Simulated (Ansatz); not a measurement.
# SiGeH3+ (singlet): from Hartree-Fock to the top rungs, cc-pVDZ

How much of the correlation energy of SiGeH3+ (singlet) does each wave-function method recover here?

Program: Ansatz 0.2.0, Gaussian basis. Level of theory: cc-pVDZ, core rule «outside noble gas», up to 19 orbitals frozen. These are calculated values, not measurements.

To be run: UHF; CCSD(T) on RHF; CCSD(T) on UHF; BCCD(T) on RHF; CISD; CCSDT(Q) on RHF; CCSDT(Q) on UHF.

21 further runs of the same task are left out: 2 for a mislabelled method, 9 that didn't finish, 10 set aside as unsound or not needed.

### 1 The system

The geometry is a PBE0/def2-TZVP stationary point (not a proven minimum) of the parent state, kept for this charge and spin. No spin-orbit coupling is included. The filled d shell of Ge may be among the frozen orbitals whatever the setting's name suggests; the logs give the count.

5 atoms, charge 1, spin multiplicity 1.

Atoms are counted from 1 here; the program's logs count them from 0.

Bond lengths: Si1–Ge2 2.352 Å, Si1–H3 1.492 Å, Si1–H4 1.492 Å, Ge2–H5 1.595 Å. Angles: Ge2–Si1–H3 129.6°, Ge2–Si1–H4 123.5°, H3–Si1–H4 106.9°, Si1–Ge2–H5 86.6°.

### 2 UHF

Input file in.yaml:

```yaml
crystal:
  periodic: [false, false, false]
  atoms:
    - {symbol: Si, position_ang: [0.000000, 0.018056, 1.651607]}
    - {symbol: Ge, position_ang: [0.000000, -0.028376, -0.700224]}
    - {symbol: H, position_ang: [0.000000, 1.185718, 2.580640]}
    - {symbol: H, position_ang: [0.000000, -1.209392, 2.499223]}
    - {symbol: H, position_ang: [0.000000, 1.565561, -0.637062]}
basis:
  gaussian: {orbitals: cc-pVDZ}
total_charge: 1
magnetization: {spin_polarized: true, initial_magnetization: 0}
hamiltonian: {xc: hf}
output: {orbitals: {seedname: orbitals}}
```

Started as:

```console
$ ansatz run in.yaml --threads 1 --pin off --events-out ev --progress --plain --max-ram 2393MiB
```

After this run come: CCSD(T) on RHF; CCSD(T) on UHF; BCCD(T) on RHF; CISD; CCSDT(Q) on RHF; CCSDT(Q) on UHF.

Before running them: what should the planned runs give, taken together? Wanted: RCCSDT(Q) below the RHF energy; RMP2 from RCCSDT(Q); UMP2 from RCCSDT(Q); RCCSD from RCCSDT(Q); RCCSD(T) from RCCSDT(Q); UCCSD(T) from RCCSDT(Q); UCCSDT(Q) from RCCSDT(Q); T1 diagnostic.

The runs gave:

```
                         quantity                                         value
   RCCSDT(Q) below the RHF energy                                    -5.3867 eV
              RMP2 from RCCSDT(Q)                                   +1321.9 meV
              UMP2 from RCCSDT(Q)                                   +1429.5 meV
             RCCSD from RCCSDT(Q)                                    +165.2 meV
          RCCSD(T) from RCCSDT(Q)                                     +36.9 meV
          UCCSD(T) from RCCSDT(Q)                                     +53.5 meV
         UCCSDT(Q) from RCCSDT(Q)                                      +4.4 meV
levels within 1 kcal/mol (43 meV)  RCCSD(T), BCCD(T), RCCSDT, UCCSDT, UCCSDT(Q)
                    T1 diagnostic                                         0.013
```

**Reading.** RCCSD(T) lands +36.9 meV from the yardstick (0.7 % of the correlation energy). These misses are within one basis, not against nature.
